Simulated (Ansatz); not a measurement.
# BClFH₃OSi: basis-set convergence

An exercise on one series of results from a longer session: the logs are not shown, and one member is left open.

Program: Ansatz 0.2.0, Gaussian basis. Level of theory: one geometry, several basis sets. These are calculated values, not measurements.

Levels to be run: PBE0-D4/def2-SVP; ωB97M-V/def2-SVP; PBE0-D4/def2-QZVPP; ωB97M-V/def2-QZVPP; the functionals' def2-TZVPP values are taken from earlier runs.

### Structure used throughout

All runs share one geometry, relaxed beforehand with PBE0-D4 in a triple-zeta def2 set.

SMILES `O[SiH2]B(F)Cl`, 8 atoms, charge 0, spin multiplicity 1.

Atoms are counted from 1 here; the program's logs count them from 0.

Bond lengths: O1–Si2 1.647 Å, O1–H6 0.959 Å, Si2–B3 2.032 Å, Si2–H7 1.491 Å, Si2–H8 1.484 Å, B3–F4 1.315 Å, B3–Cl5 1.763 Å. Angles: Si2–O1–H6 116.8°, O1–Si2–B3 110.3°, O1–Si2–H7 111.8°, O1–Si2–H8 107.8°, B3–Si2–H7 107.8°, B3–Si2–H8 111.0°, H7–Si2–H8 108.2°, Si2–B3–F4 123.5°, Si2–B3–Cl5 119.7°, F4–B3–Cl5 116.9°.

The first run:

The input, in.yaml:

```yaml
crystal:
  periodic: [false, false, false]
  atoms:
    - {symbol: O, position_ang: [-0.004651, 0.192782, 1.781769]}
    - {symbol: Si, position_ang: [0.600168, -0.458084, 0.394501]}
    - {symbol: B, position_ang: [-0.507847, 0.133934, -1.202562]}
    - {symbol: F, position_ang: [-0.372373, -0.374598, -2.407319]}
    - {symbol: Cl, position_ang: [-1.702967, 1.415959, -1.008930]}
    - {symbol: H, position_ang: [-0.507672, 1.004344, 1.694854]}
    - {symbol: H, position_ang: [2.009889, -0.036324, 0.153864]}
    - {symbol: H, position_ang: [0.577556, -1.935215, 0.538123]}
basis:
  gaussian: {orbitals: def2-SVP}
hamiltonian: {xc: pbe0, dispersion: d4}
output: {orbitals: {seedname: orbitals}}
```

Command:

```
$ ansatz run in.yaml --threads 2 --pin off --events-out ev --progress --plain --max-ram 4352MiB
```

Steps of the session up to this table: PBE0-D4 in def2-SVP; ωB97M-V in def2-SVP; PBE0-D4 in def2-QZVPP; ωB97M-V in def2-QZVPP.

One of the session's tables, all rows but one given; the rest of the session is left out.

It belongs to the step «Density functionals: the series». 

| functional | basis | HOMO (eV) |
| --- | --- | --- |
| PBE0-D4 | def2-SVP | -8.30 |
| PBE0-D4 | def2-TZVPP | -8.44 |
| PBE0-D4 | def2-QZVPP | -8.47 |
| ωB97M-V | def2-SVP | -10.44 |
| ωB97M-V | def2-TZVPP | ? |
| ωB97M-V | def2-QZVPP | -10.64 |

**Question.** Estimate the row for ωB97M-V, def2-TZVPP.

As computed: HOMO (eV): -10.60. In the column «HOMO (eV)» it lies between ωB97M-V, def2-QZVPP (-10.64) and ωB97M-V, def2-SVP (-10.44).
